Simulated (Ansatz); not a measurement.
# CH₄Sb radical (SMILES [CH2][SbH2]): one structure at several levels

The task here is to estimate one member of a computed series from the others.

Method: single points in def2-TZVPP; program: Ansatz 0.2.0, Gaussian basis.

Cores are frozen in the correlated methods. Filled d shells of the heavier atoms are correlated. Core potentials replace the inner electrons past krypton, and spin-orbit coupling is left out. Orbitals are unrestricted.

## The system as given

SMILES `[CH2][SbH2]`, 6 atoms, charge 0, spin multiplicity 2.

Atoms are counted from 1 here; the program's logs count them from 0.

Bond lengths: C1–Sb2 2.031 Å, C1–H3 1.090 Å, C1–H4 1.082 Å, Sb2–H5 1.690 Å, Sb2–H6 1.699 Å. Angles: Sb2–C1–H3 116.4°, Sb2–C1–H4 117.9°, H3–C1–H4 115.3°, C1–Sb2–H5 95.3°, C1–Sb2–H6 96.7°, H5–Sb2–H6 90.9°.

Geometry (Å):

```xyz
6
charge 0, multiplicity 2
C    -0.1798   -0.9423   -0.0279
Sb    0.7710    0.8466    0.1146
H    -0.2742   -1.5151    0.8941
H    -0.0231   -1.5296   -0.9235
H    -0.0226    1.5496   -1.2013
H    -0.3234    1.5679    1.1961
```

Set-up of the first run:

The input, run/in.yaml:

```yaml
crystal:
  periodic: [false, false, false]
  atoms:
    - {symbol: C, position_ang: [-0.179800, -0.942300, -0.027900]}
    - {symbol: Sb, position_ang: [0.771000, 0.846600, 0.114600]}
    - {symbol: H, position_ang: [-0.274200, -1.515100, 0.894100]}
    - {symbol: H, position_ang: [-0.023100, -1.529600, -0.923500]}
    - {symbol: H, position_ang: [-0.022600, 1.549600, -1.201300]}
    - {symbol: H, position_ang: [-0.323400, 1.567900, 1.196100]}
basis:
  gaussian: {orbitals: def2-TZVPP}
magnetization: {spin_polarized: true, initial_magnetization: 1}
correlation: {method: ccsd_t}
scf: {omitted_lower_state_checks: [cluster_reference]}
output: {forces: true}
```

No record of the launch command was kept for these runs.

Steps of the session up to this table: CCSD(T)/def2-TZVPP; PBE0-D4/def2-TZVPP; wB97M-V/def2-TZVPP; r2SCAN-D4/def2-TZVPP; PBE-D4/def2-TZVPP; BLYP-D4/def2-TZVPP; r2SCAN0-D4/def2-TZVPP.

One of the session's tables, all rows but one given; the rest of the session is left out.

```
    method  RMS force component (eV/Å)  angle to CCSD(T) forces (°)  dipole (D)
   CCSD(T)                       0.425                    reference        0.60
   PBE0-D4                       0.396                         10.9        0.61
   wB97M-V                       0.405                          5.5        0.63
 r2SCAN-D4                       0.422                         11.9        0.62
    PBE-D4                       0.430                         27.7        0.61
   BLYP-D4                       0.523                         25.2        0.71
r2SCAN0-D4                           ?                            ?           ?
```

Estimate the missing values for r2SCAN0-D4.

**Answer.** RMS force component (eV/Å): 0.419; angle to CCSD(T) forces (°): 8.6; dipole (D): 0.64. In the column «RMS force component (eV/Å)» it lies between wB97M-V (0.405) and r2SCAN-D4 (0.422).
